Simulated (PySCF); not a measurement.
# C₃H₃BF₂: excited states, first hyperpolarisability

Wanted: excited states, first hyperpolarisability for C₃H₃BF₂ (`C=C=CB(F)F`).

Computed with PySCF 2.14.0 and routines of our own; the level stands in each step. Atoms count from 0.

## 1. The starting structure

9 atoms, charge 0, multiplicity 1; geometry from: GFN2-xTB.

## 2. Geometry optimisation at PBE0-D3(BJ)/def2-TZVP

Job settings and geometry (Å):

```
{"job": {"xc": "PBE0", "basis": "def2-TZVP", "d3": "d3bj", "grid": 2, "kind": "geom"}, "charge": 0, "multiplicity": 1}
C     -1.865382     0.205367    -0.434992
C     -0.669375    -0.230795    -0.235731
C      0.554534    -0.640855    -0.020759
B      1.643480     0.240125     0.618411
F      2.877794    -0.191374     0.813518
F      1.438594     1.483023     1.018227
H     -2.639963     0.096200     0.305559
H     -2.143579     0.695565    -1.352978
H      0.817458    -1.651263    -0.309195
```

Launch:

```bash
$ OMP_NUM_THREADS=1 python excited_run.py task.json out
```

The driver reads the jobs from task.json and runs them one after another.

Standard output:

```text
step   0  E = -340.51055232  max force = 0.009076
step   1  E = -340.50990559  max force = 0.006792
step   2  E = -340.51075351  max force = 0.005485
step   3  E = -340.51116929  max force = 0.002524
step   4  E = -340.51121708  max force = 0.002285
step   5  E = -340.51125676  max force = 0.000298
step   6  E = -340.51125874  max force = 0.000090
optimisation converged
```

Wall time 76 s (1 thread of Arm Neoverse V1, shared host); peak memory 0.83 GiB.

The steps of the relaxation: (the energy doesn't fall at every step)

```csv
step,energy from step 0 (eV),largest force component (eV/Å)
0,0.0000,0.4667
1,0.0176,0.3493
2,-0.0055,0.2821
3,-0.0168,0.1298
4,-0.0181,0.1175
5,-0.0192,0.0153
6,-0.0192,0.0046
```

Close pairs (by a distance rule), those that changed most:

```csv
bond,before (Å),after (Å),change (Å)
C0–H6,1.077,1.085,+0.007
C0–H7,1.077,1.085,+0.007
C0–C1,1.289,1.295,+0.007
C2–H8,1.083,1.088,+0.005
B3–F5,1.322,1.321,-0.001
B3–F4,1.322,1.323,+0.001
C2–B3,1.540,1.539,-0.001
C1–C2,1.309,1.308,-0.000
```

The next job starts from the end point, and lists it.

```csv
at the end point,value
point group (found at 0.08 Å tolerance),Cs
"rotational constants (GHz, main isotopes)","9.031, 2.016, 1.667"
dipole moment (D),2.22
```

## 3. Excited states: TDA CAM-B3LYP/def2-TZVPD

Job settings and geometry (Å):

```
{"job": {"kind": "states", "xc": "CAM-B3LYP", "basis": "def2-TZVPD", "tda": true, "soc": true, "nstates": 6, "ntriplets": 5, "nquad": 4}, "charge": 0, "multiplicity": 1}
C     -1.664819     0.445637    -0.823118
C     -0.559888    -0.109744    -0.438186
C      0.558818    -0.654006    -0.033375
B      1.427673    -0.001080     1.056299
F      2.546710    -0.578763     1.461749
F      1.106032     1.144754     1.628512
H     -2.604487     0.215251    -0.332926
H     -1.676782     1.155361    -1.643180
H      0.874016    -1.593245    -0.482833
```

With the program's defaults for keys left out, this is: TDA CAM-B3LYP/def2-TZVPD excited states, vertical, gas phase, spin-orbit mean-field couplings.

Standard output:

```text
coarse grid: 8376 points
cycle   1  E = -340.6724558041  dE =  8.517e-01  |g| = 6.991e-01  |ddm| = 3.359e+00
cycle   2  E = -340.6526031237  dE =  1.985e-02  |g| = 8.766e-01  |ddm| = 1.135e+00
cycle   3  E = -340.7559214319  dE = -1.033e-01  |g| = 5.364e-02  |ddm| = 4.363e-01
cycle   4  E = -340.7564687654  dE = -5.473e-04  |g| = 2.659e-02  |ddm| = 1.089e-01
cycle   5  E = -340.7566350114  dE = -1.662e-04  |g| = 7.443e-03  |ddm| = 4.088e-02
cycle   6  E = -340.7566484334  dE = -1.342e-05  |g| = 2.375e-03  |ddm| = 1.293e-02
cycle   7  E = -340.7566501291  dE = -1.696e-06  |g| = 3.878e-04  |ddm| = 3.984e-03
final grid: 84160 points
cycle   8  E = -340.7540643128  dE = -9.281e-05  |g| = 3.847e-03  |ddm| = 1.728e-01
cycle   9  E = -340.7540652493  dE = -9.365e-07  |g| = 3.186e-03  |ddm| = 1.372e-02
cycle  10  E = -340.7540669670  dE = -1.718e-06  |g| = 5.941e-04  |ddm| = 3.115e-03
cycle  11  E = -340.7540670063  dE = -3.936e-08  |g| = 2.680e-04  |ddm| = 9.352e-04
cycle  12  E = -340.7540670201  dE = -1.377e-08  |g| = 2.226e-05  |ddm| = 3.211e-04
cycle  13  E = -340.7540670202  dE = -1.182e-10  |g| = 1.510e-05  |ddm| = 8.529e-05
converged SCF energy = -340.7540670202

Singlet excitations
state   eV       nm        f     d(h-e)  d(exc)  Lambda  PR(NTO)  |dmu|/D   mu/D   main configurations
  1   5.1645   240.1   0.00019   1.009   2.585   0.477   1.012    2.882    5.046   H->L 0.97
  2   6.5849   188.3   0.00005   0.942   2.562   0.429   1.012    2.556    1.067   H-1->L+2 0.87
  3   6.9533   178.3   0.39872   0.487   2.642   0.742   1.287    1.711    3.956   H-1->L 0.86
  4   7.1589   173.2   0.04926   0.083   3.493   0.294   1.043    1.524    0.828   H->L+1 0.78, H->L+3 0.15
  5   7.4634   166.1   0.03335   0.071   3.606   0.300   1.009                     H-1->L+1 0.90
  6   7.8866   157.2   0.68507   0.145   2.952   0.706   1.253                     H->L+2 0.84

Triplet excitations (Tamm-Dancoff)
state   eV     d(h-e)  d(exc)  Lambda  PR(NTO)   main configurations
  1   4.2880   0.177   2.234   0.763   1.063   H-1->L 0.91
  2   4.7654   0.973   2.550   0.476   1.013   H->L 0.96
  3   4.8558   0.098   2.110   0.676   1.064   H->L+2 0.76, H->L+4 0.10
  4   6.2397   0.942   2.525   0.427   1.020   H-1->L+2 0.86
  5   7.0135   0.141   3.411   0.287   1.009   H->L+1 0.76, H->L+3 0.18
S1 - T1 = 0.8765 eV

Spin-orbit couplings |<S|Hso|T>| (cm-1)
             T1       T2       T3       T4       T5
S0        0.150    4.282    0.582    9.688    0.665
S1        1.669    0.159    6.277    0.186    0.489
S2        5.887    0.128    3.474    0.093    0.178
S3        0.081    1.709    0.328    4.337    0.321
S4        0.357    0.809    2.075    0.706    0.031
S5        1.309    0.190    0.259    0.887    2.274
S6        0.223    7.357    1.117    2.251    1.324
T1 sublevels (cm-1): 0.000 0.000 0.004   radiative rates (1/s): 0.0411 0.00654 0.000594
```

It took 38 s on 1 thread of Arm Neoverse V1, shared host; peak memory 0.87 GiB.

In short:

```csv
quantity,value
S1 less T1,0.88 eV
```

## 4. Excited states: TDDFT CAM-B3LYP/def2-TZVPD

Settings changed since step 3:

```diff
@@ -1,2 +1,2 @@
-{"job": {"kind": "states", "xc": "CAM-B3LYP", "basis": "def2-TZVPD", "tda": true, "soc": true, "nstates": 6, "ntriplets": 5, "nquad": 4}, "charge": 0, "multiplicity": 1}
+{"job": {"kind": "states", "xc": "CAM-B3LYP", "basis": "def2-TZVPD", "tpa": true, "nstates": 8, "nquad": 6, "ntriplets": 0}, "charge": 0, "multiplicity": 1}
 C     -1.664819     0.445637    -0.823118
```

Method: TDDFT CAM-B3LYP/def2-TZVPD excited states, vertical, gas phase, two-photon moments by quadratic response.

Standard output:

```text
coarse grid: 8376 points
cycle   1  E = -340.6724558041  dE =  8.517e-01  |g| = 6.991e-01  |ddm| = 3.359e+00
cycle   2  E = -340.6526031237  dE =  1.985e-02  |g| = 8.766e-01  |ddm| = 1.135e+00
cycle   3  E = -340.7559214319  dE = -1.033e-01  |g| = 5.364e-02  |ddm| = 4.363e-01
cycle   4  E = -340.7564687654  dE = -5.473e-04  |g| = 2.659e-02  |ddm| = 1.089e-01
cycle   5  E = -340.7566350114  dE = -1.662e-04  |g| = 7.443e-03  |ddm| = 4.088e-02
cycle   6  E = -340.7566484334  dE = -1.342e-05  |g| = 2.375e-03  |ddm| = 1.293e-02
cycle   7  E = -340.7566501291  dE = -1.696e-06  |g| = 3.878e-04  |ddm| = 3.984e-03
final grid: 84160 points
cycle   8  E = -340.7540643128  dE = -9.281e-05  |g| = 3.847e-03  |ddm| = 1.728e-01
cycle   9  E = -340.7540652493  dE = -9.365e-07  |g| = 3.186e-03  |ddm| = 1.372e-02
cycle  10  E = -340.7540669670  dE = -1.718e-06  |g| = 5.941e-04  |ddm| = 3.115e-03
cycle  11  E = -340.7540670063  dE = -3.936e-08  |g| = 2.680e-04  |ddm| = 9.352e-04
cycle  12  E = -340.7540670201  dE = -1.377e-08  |g| = 2.226e-05  |ddm| = 3.211e-04
cycle  13  E = -340.7540670202  dE = -1.182e-10  |g| = 1.510e-05  |ddm| = 8.529e-05
converged SCF energy = -340.7540670202

Singlet excitations
state   eV       nm        f     d(h-e)  d(exc)  Lambda  PR(NTO)  |dmu|/D   mu/D   delta(TPA)   sigma/GM   main configurations
  1   5.1387   241.3   0.00008   1.003   2.584   0.477   1.019    2.888    5.052        0.06      0.001   H->L 0.97
  2   6.5621   188.9   0.00042   0.946   2.563   0.429   1.008    2.567    1.080        0.42      0.007   H-1->L+2 0.87
  3   6.6443   186.6   0.30945   0.432   2.598   0.745   1.301    1.510    3.753       54.17      0.876   H-1->L 0.92
  4   7.1507   173.4   0.03262   0.087   3.513   0.288   1.013    1.520    0.826       49.85      0.934   H->L+1 0.80, H->L+3 0.15
  5   7.4571   166.3   0.03005   0.072   3.610   0.300   1.009    1.083    3.026       46.95      0.956   H-1->L+1 0.90
  6   7.6204   162.7   0.63248   0.077   2.779   0.703   1.307    0.348    2.114       11.84      0.252   H->L+2 0.87
  7   8.1835   151.5   0.02193   0.344   4.207   0.323   1.019                                            H->L+3 0.69, H->L+4 0.12, H->L+1 0.10
  8   8.5097   145.7   0.00506   0.415   2.581   0.463   1.409                                            H-2->L 0.81
```

Wall time 48 s (1 thread of Arm Neoverse V1, shared host); peak memory 0.93 GiB.

## 5. First hyperpolarisability: quadratic response CAM-B3LYP/def2-TZVPD

Settings changed since step 4:

```diff
@@ -1,2 +1,2 @@
-{"job": {"kind": "states", "xc": "CAM-B3LYP", "basis": "def2-TZVPD", "tpa": true, "nstates": 8, "nquad": 6, "ntriplets": 0}, "charge": 0, "multiplicity": 1}
+{"job": {"kind": "beta", "xc": "CAM-B3LYP", "basis": "def2-TZVPD"}, "charge": 0, "multiplicity": 1}
 C     -1.664819     0.445637    -0.823118
```

Level: quadratic response CAM-B3LYP/def2-TZVPD first hyperpolarisability, Taylor convention, gas phase.

Standard output:

```text
coarse grid: 8376 points
cycle   1  E = -340.6724558041  dE =  8.517e-01  |g| = 6.991e-01  |ddm| = 3.359e+00
cycle   2  E = -340.6526031237  dE =  1.985e-02  |g| = 8.766e-01  |ddm| = 1.135e+00
cycle   3  E = -340.7559214319  dE = -1.033e-01  |g| = 5.364e-02  |ddm| = 4.363e-01
cycle   4  E = -340.7564687654  dE = -5.473e-04  |g| = 2.659e-02  |ddm| = 1.089e-01
cycle   5  E = -340.7566350114  dE = -1.662e-04  |g| = 7.443e-03  |ddm| = 4.088e-02
cycle   6  E = -340.7566484334  dE = -1.342e-05  |g| = 2.375e-03  |ddm| = 1.293e-02
cycle   7  E = -340.7566501291  dE = -1.696e-06  |g| = 3.878e-04  |ddm| = 3.984e-03
final grid: 84160 points
cycle   8  E = -340.7540643128  dE = -9.281e-05  |g| = 3.847e-03  |ddm| = 1.728e-01
cycle   9  E = -340.7540652493  dE = -9.365e-07  |g| = 3.186e-03  |ddm| = 1.372e-02
cycle  10  E = -340.7540669670  dE = -1.718e-06  |g| = 5.941e-04  |ddm| = 3.115e-03
cycle  11  E = -340.7540670063  dE = -3.936e-08  |g| = 2.680e-04  |ddm| = 9.352e-04
cycle  12  E = -340.7540670201  dE = -1.377e-08  |g| = 2.226e-05  |ddm| = 3.211e-04
cycle  13  E = -340.7540670202  dE = -1.182e-10  |g| = 1.510e-05  |ddm| = 8.529e-05
converged SCF energy = -340.7540670202

Lowest singlets (eV, f): 5.1387 0.0001  6.5621 0.0004  6.6444 0.3095

First hyperpolarisability (au)
process     nm      |vector|   parallel      HRS      DR
static         -       27.59     -14.83      22.29   1.953
shg       1907.0       25.82     -13.49      22.72   1.872
eope      1907.0       27.03      -14.4          -       -
shg       1064.0       21.24      -9.77       24.0   1.715
eope      1064.0       25.69     -13.39          -       -
```

Run time: 35 s. Hardware: 1 thread of Arm Neoverse V1, shared host; peak memory 0.88 GiB.

## 6. Outcome

| quantity | value |
| --- | --- |
| point group | Cs |
| rotational constants (main isotopes) | 9.03, 2.02, 1.67 GHz |
| S1 less T1 (step 3, TDA CAM-B3LYP/def2-TZVPD) | 0.88 eV |
| β vector (step 5, quadratic response CAM-B3LYP/def2-TZVPD) | static 28, SHG 1907.0 nm 26, SHG 1064.0 nm 21 au |

**Reading.** Relaxing lowered the energy by 0.019 eV in 6 steps; the close pair that moved most is C0–H6, from 1.077 to 1.085 Å. No frequency check was run at this level, so the end point may be a saddle. In step 3, the number of triplets below S1 is 3, and the largest singlet-triplet spin-orbit coupling is S0–T4, 9.69 cm⁻¹.
